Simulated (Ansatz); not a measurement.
**CH7BGe (SMILES C[BH][GeH3]) at B2PLYP/def2-SVP**

Aim: the electronic atomisation energy of CH7BGe at B2PLYP/def2-SVP, from 5 runs. 

The results are computed with Ansatz 0.2.0.

69 further runs of the same task are left out: 69 set aside as unsound or not needed.

### Step 1. Starting point

The species is CH7BGe (10 atoms), meant as a singlet with charge 0. As SMILES, `C[BH][GeH3]`. The shape is that of a PBE0-D4/def2-TZVP optimisation.

Bond lengths: C1–B2 1.548 Å, B2–Ge3 2.066 Å, C1–H4 1.093 Å, C1–H5 1.106 Å, C1–H6 1.091 Å, B2–H7 1.200 Å, Ge3–H8 1.544 Å, Ge3–H9 1.542 Å, Ge3–H10 1.542 Å. Some angles: C1–B2–Ge3 123.5°, C1–B2–H7 119.3°, Ge3–B2–H7 117.1°, B2–C1–H4 114.7°, B2–C1–H5 102.9°, B2–C1–H6 116.2°, B2–Ge3–H8 109.4°, B2–Ge3–H9 113.8°, B2–Ge3–H10 112.1°, H4–C1–H5 105.3°.

### Step 2. A single-point energy at B2PLYP/def2-SVP

in.yaml

```yaml
crystal:
  periodic: [false, false, false]
  atoms:
    - {symbol: C, position_ang: [-1.211300, 0.848000, -0.579700]}
    - {symbol: B, position_ang: [-0.013900, -0.123000, -0.719700]}
    - {symbol: Ge, position_ang: [1.111300, -0.784600, 0.881600]}
    - {symbol: H, position_ang: [-1.972600, 0.748500, -1.357000]}
    - {symbol: H, position_ang: [-0.747300, 1.837300, -0.749600]}
    - {symbol: H, position_ang: [-1.677100, 0.898700, 0.405800]}
    - {symbol: H, position_ang: [0.326000, -0.481700, -1.813000]}
    - {symbol: H, position_ang: [0.918400, -2.307400, 1.048300]}
    - {symbol: H, position_ang: [0.729200, -0.128900, 2.224000]}
    - {symbol: H, position_ang: [2.620500, -0.558300, 0.662100]}
basis:
  gaussian: {orbitals: def2-SVP}
hamiltonian: {xc: {name: B2PLYP}}
correlation: {frozen_orbitals: {B: 1, C: 1, Ge: 9, H: 0}}
accuracy: high
output: {orbitals: {seedname: orbitals}}
```

On the command line:

```console
$ ansatz run in.yaml --threads 1 --pin off --max-ram 3480MiB --events-out events.jsonl --progress --plain --runs-dir runs
```

Output:

```text
Warning: RAYON_NUM_THREADS=1 ignored (pool sized by the plan → 1); use --threads N
Functional definition: B2PLYP
  name "B2PLYP"
  parameter a = 0.53
  parameter c = 0.27
  exchange = (1 - a)*b88_x + a*exact_x
  correlation = (1 - c)*lyp_c + c*(mp2_os + mp2_ss)
2179 factors; integrals over basis functions are off by at most 1.0e-8 eV
mean field evaluation 1: about -58316.7894 eV, gradient 3.2e1 eV
mean field evaluation 2: about -58317.0909 eV, gradient 3.2e1 eV
mean field evaluation 4: about -58319.5371 eV, gradient 1.5e0 eV
mean field evaluation 8: about -58319.5471 eV, gradient 1.6e-2 eV
mean field evaluation 16: about -58319.5471 eV, gradient 3.3e-5 eV
mean field -58319.54705732 eV, -2143.2038239477 hartree, gradient 5.6e-8 eV, S^2 0.000000; 0 other end points of the search recorded, 0 dependent functions left out
11 core orbitals not correlated: weight in the atoms' cores, before any rotation towards them, 1.000 or more for the frozen orbitals, at most 0.000 for the correlated occupied ones
reference -58319.54708505 eV, -2143.2038249668 hartree; 14, 14 occupied and 70, 70 virtual orbitals, 2179 factors
second order -15.48014573 eV of doubles, -0.00000000 eV of singles
Total energy: -58323.72672440 eV, -2143.3574238797 hartree
```

It took 12 s on 1 thread of Arm Neoverse V2, shared host; peak memory 0.33 GiB.

### Step 3. The B atom

molecule.yaml

```yaml
basis:
  gaussian: {orbitals: def2-SVP}
crystal:
  periodic: [false, false, false]
  atoms:
    - {symbol: B, position_ang: [0.000000, 0.000000, 0.000000]}
magnetization: {spin_polarized: true, initial_magnetization: 1}
hamiltonian: {xc: {name: B2PLYP}}
correlation: {frozen_orbitals: {B: 1}}
accuracy: high
```

Run the same way, it converges to -24.60287 Eh (log not shown).

### Step 4. The C atom at the same level

input.yaml

```yaml
crystal:
  periodic: [false, false, false]
  atoms:
    - {symbol: C, position_ang: [0.000000, 0.000000, 0.000000]}
basis:
  gaussian:
    orbitals: def2-SVP
magnetization:
  spin_polarized: true
  initial_magnetization: 2
hamiltonian:
  xc: {name: B2PLYP}
correlation:
  frozen_orbitals: {C: 1}
accuracy: high
```

Run the same way, it converges to -37.77593 Eh (log not shown).

### Step 5. The Ge atom

in.yaml

```yaml
crystal:
  periodic: [false, false, false]
  atoms:
    - {symbol: Ge, position_ang: [0.000000, 0.000000, 0.000000]}
basis:
  gaussian:
    orbitals: def2-SVP
accuracy: high
correlation:
  frozen_orbitals: {Ge: 9}
hamiltonian:
  xc: {name: B2PLYP}
magnetization:
  spin_polarized: true
  initial_magnetization: 2
```

Run the same way, it converges to -2076.28528 Eh (log not shown).

### Step 6. The H atom, same level

input.yaml

```yaml
crystal:
  periodic: [false, false, false]
  atoms:
    - {symbol: H, position_ang: [0.000000, 0.000000, 0.000000]}
basis:
  gaussian:
    orbitals: def2-SVP
magnetization:
  spin_polarized: true
  initial_magnetization: 1
hamiltonian:
  xc: {name: B2PLYP}
correlation:
  frozen_orbitals: {H: 0}
accuracy: high
```

On the command line:

```console
$ ansatz run input.yaml --threads 1 --pin off --max-ram 3480MiB --events-out events.jsonl --progress --plain --runs-dir runs
```

Output, shortened:

```text
Warning: RAYON_NUM_THREADS=1 ignored (pool sized by the plan → 1); use --threads N
[... 6 set-up lines as earlier in the session ...]
15 factors; integrals over basis functions are off by at most 8.9e-10 eV
mean field evaluation 1: about -13.5392 eV, gradient 8.8e-1 eV
mean field evaluation 2: about -13.5391 eV, gradient 8.8e-1 eV
mean field evaluation 4: about -13.5493 eV, gradient 3.1e-5 eV
mean field evaluation 8: about -13.5492 eV, gradient 2.7e-10 eV
mean field -13.54924563 eV, -0.4979255927 hartree, gradient 5.2e-10 eV, S^2 0.750000; 0 other end points of the search recorded, 0 dependent functions left out
reference -13.54925786 eV, -0.4979260423 hartree; 1, 0 occupied and 4, 5 virtual orbitals, 15 factors
second order 0.00000000 eV of doubles, -0.00000000 eV of singles
Total energy: -13.54925786 eV, -0.4979260423 hartree
```

It took 0.1 s on 1 thread of Arm Neoverse V2, shared host.

### Step 7. Summary of results

Level: B2PLYP/def2-SVP, 11 core orbitals frozen.

```
                                     quantity           value
                       molecule: total energy  -2143.35742 Eh
  molecule: HOMO energy (SCF part's orbitals)        -8.88 eV
  molecule: LUMO energy (SCF part's orbitals)        -0.30 eV
molecule: HOMO–LUMO gap (SCF part's orbitals)         8.58 eV
                         B atom: total energy    -24.60287 Eh
                                 B atom: ⟨S²⟩           0.753
                         C atom: total energy    -37.77593 Eh
                                 C atom: ⟨S²⟩           2.004
                        Ge atom: total energy  -2076.28528 Eh
                                Ge atom: ⟨S²⟩           2.004
                         H atom: total energy     -0.49793 Eh
                                 H atom: ⟨S²⟩           0.750
                electronic atomisation energy       32.868 eV
```

Taking the molecule apart into free atoms costs 32.87 eV (3171 kJ/mol), before zero-point energy and without spin-orbit coupling.
